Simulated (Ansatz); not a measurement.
**C2H4BNS: up Jacob's ladder to CCSD(T)**

How much do the methods differ for C2H4BNS? The plan is to run it at one geometry with functionals of several rungs and with coupled cluster, and see how far each lands from CCSD(T) at the basis-set limit for the atomisation energy.

Method: functionals in def2-TZVPP, the program's frozen cores in correlated methods; program: Ansatz 0.2.0, Gaussian basis.

The runs, in order: LDA (SPW92), PBE-D4, revPBE-D4, BLYP-D4, r2SCAN-D4, B97M-V, PBE0-D4, B3LYP-D4, r2SCANh-D4, r2SCAN0-D4, HSE06-D4, BHLYP-D4, CAM-B3LYP-D4, LC-ωPBE, ωB97X-V, ωB97M-V, B2PLYP, PBE-QIDH; CCSD(T)/def2-SVP; CCSD(T)/def2-TZVPP; MP2/def2-QZVPP; extrapolation to the limit; RPA on PBE.

**1. Structure used throughout**

An earlier PBE0-D4 in a triple-zeta def2 set relaxation fixed the geometry.

9 atoms, charge 0, spin multiplicity 1.

Atoms are counted from 1 here; the program's logs count them from 0.

Bond lengths: B1–C2 1.565 Å, B1–S5 1.758 Å, B1–H6 1.188 Å, C2–N3 1.279 Å, C2–H7 1.090 Å, N3–C4 1.418 Å, C4–S5 1.836 Å, C4–H8 1.094 Å, C4–H9 1.094 Å. Angles: C2–B1–S5 106.6°, C2–B1–H6 129.3°, S5–B1–H6 124.1°, B1–C2–N3 116.8°, B1–C2–H7 126.2°, N3–C2–H7 117.0°, C2–N3–C4 114.0°, N3–C4–S5 111.5°, N3–C4–H8 110.1°, N3–C4–H9 110.1°, S5–C4–H8 108.7°, S5–C4–H9 108.7°, H8–C4–H9 107.6°, B1–S5–C4 91.0°.

**2. LDA**

This LDA is Slater exchange with PW92 correlation.

in.yaml

```yaml
crystal:
  periodic: [false, false, false]
  atoms:
    - {symbol: B, position_ang: [-0.231527, 1.209622, -0.640461]}
    - {symbol: C, position_ang: [1.045348, 0.334226, -0.407995]}
    - {symbol: N, position_ang: [0.887021, -0.755559, 0.242289]}
    - {symbol: C, position_ang: [-0.449724, -0.993274, 0.652955]}
    - {symbol: S, position_ang: [-1.570030, 0.358931, 0.117917]}
    - {symbol: H, position_ang: [-0.338529, 2.248552, -1.207183]}
    - {symbol: H, position_ang: [2.055032, 0.564972, -0.747307]}
    - {symbol: H, position_ang: [-0.810618, -1.935409, 0.230295]}
    - {symbol: H, position_ang: [-0.498474, -1.078460, 1.742391]}
basis:
  gaussian: {orbitals: def2-TZVPP}
hamiltonian: {xc: lda}
output: {orbitals: {seedname: orbitals}}
```

On the command line:

```sh
$ ansatz run in.yaml --threads 2 --pin off --events-out ev --progress --plain --max-ram 4352MiB
```

The runs that follow: PBE-D4 (GGA); revPBE-D4 (GGA); BLYP-D4 (GGA); r2SCAN-D4 (meta-GGA); B97M-V (meta-GGA); B3LYP-D4 (hybrid); r2SCANh-D4 (hybrid); r2SCAN0-D4 (hybrid); HSE06-D4 (hybrid); BHLYP-D4 (hybrid); CAM-B3LYP-D4 (range-separated); LC-ωPBE (range-separated); ωB97X-V (range-separated); ωB97M-V (range-separated); B2PLYP (double hybrid); PBE-QIDH (double hybrid); CCSD(T) in def2-SVP; CCSD(T) in def2-TZVPP; MP2 in def2-QZVPP; RPA on PBE orbitals.

Before running them: what should the planned runs give, taken together? Wanted: atomisation energy, CCSD(T)/CBS; farthest beyond LDA; mean size of error, GGA; mean size of error, meta-GGA; mean size of error, hybrid; mean size of error, range-separated; mean size of error, double hybrid; gap, smallest and largest; T1 diagnostic.

**Answer**, as computed:

| quantity | value |
| --- | --- |
| atomisation energy, CCSD(T)/CBS | 3647.0 kJ/mol |
| functionals within 18.2 kJ/mol (0.5 %) | r2SCANh-D4, B2PLYP |
| farthest beyond LDA | PBE-D4 (+170.4 kJ/mol) |
| mean size of error, GGA | 95.5 kJ/mol |
| mean size of error, meta-GGA | 48.2 kJ/mol |
| mean size of error, hybrid | 55.7 kJ/mol |
| mean size of error, range-separated | 31.0 kJ/mol |
| mean size of error, double hybrid | 15.9 kJ/mol |
| gap, smallest and largest | 3.30 eV (LDA (SPW92)), 10.68 eV (LC-ωPBE) |
| T1 diagnostic | 0.0170 |
| triples share of the correlation energy | 4.9 % |

LDA overbinds by 634.3 kJ/mol (17 %). PBE-D4 misses by +170.4 kJ/mol. Double hybrids carry the basis error of their MP2 part in triple zeta, and no dispersion term here, so their miss is partly the set-up's. By mean error the best rung here is double hybrid (15.9 kJ/mol) and the worst beyond LDA is GGA (95.5 kJ/mol). The reference freezes the cores and leaves out relativity and excitations past (T), so misses under about 18.2 kJ/mol can't be ranked. Hartree-Fock recovers 71 % of the binding; the rest is correlation. CCSD(T) in def2-SVP is off by -182.4 kJ/mol, more than most functionals: a good method in a small basis is no reference. Orbital gaps span 3.3 to 10.7 eV; exact exchange widens them. The restricted reference is unstable towards a spin-broken one.
